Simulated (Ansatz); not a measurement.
# Cl3HOTi: the cost of one run

Method: RKS PBE0-D4/def2-SVP, in Ansatz 0.2.0.

## Step 1: Starting point

Bond lengths: Ti1–O2 1.920 Å, O2–H3 1.010 Å, Ti1–Cl4 2.370 Å, Ti1–Cl5 2.368 Å, Ti1–Cl6 2.368 Å. Angles: Ti1–O2–H3 109.5°, O2–Ti1–Cl4 109.4°, O2–Ti1–Cl5 109.5°, O2–Ti1–Cl6 109.5°, Cl4–Ti1–Cl5 109.5°, Cl4–Ti1–Cl6 109.5°, Cl5–Ti1–Cl6 109.5°.

As a file:

```xyz
6

Ti    0.0000    0.0000    0.0000
O     0.0000    0.0000    1.9200
H    -0.9095   -0.2814    2.2571
Cl    2.2349    0.0000   -0.7892
Cl   -1.1163    1.9339   -0.7892
Cl   -1.1163   -1.9339   -0.7892
```

## Step 2: Preparing the start

Input file input.yaml:

```yaml
crystal:
  periodic: [false, false, false]
  atoms:
    - { symbol: Ti, position_ang: [0.0, 0.0, 0.0] }
    - { symbol: O, position_ang: [0.0, 0.0, 1.92] }
    - { symbol: H, position_ang: [-0.9095, -0.2814, 2.2571] }
    - { symbol: Cl, position_ang: [2.2349, 0.0, -0.7892] }
    - { symbol: Cl, position_ang: [-1.1163, 1.9339, -0.7892] }
    - { symbol: Cl, position_ang: [-1.1163, -1.9339, -0.7892] }
basis:
  gaussian: { orbitals: def2-SVP }
hamiltonian:
  xc: pbe0
  dispersion: d4
relax:
  f_tol: 0.02
  max_steps: 40
output:
  orbitals: {}
```

Launch:

```sh
$ ansatz run input.yaml --threads 2 --pin off --max-ram 3072MiB --backend cpu --events-out ev --progress --plain --runs-dir out
```

**Question.** How long does this run take on 2 threads of Arm Neoverse V1, shared host, and how much memory does it need?

About 42 s, with a peak of 0.27 GiB.
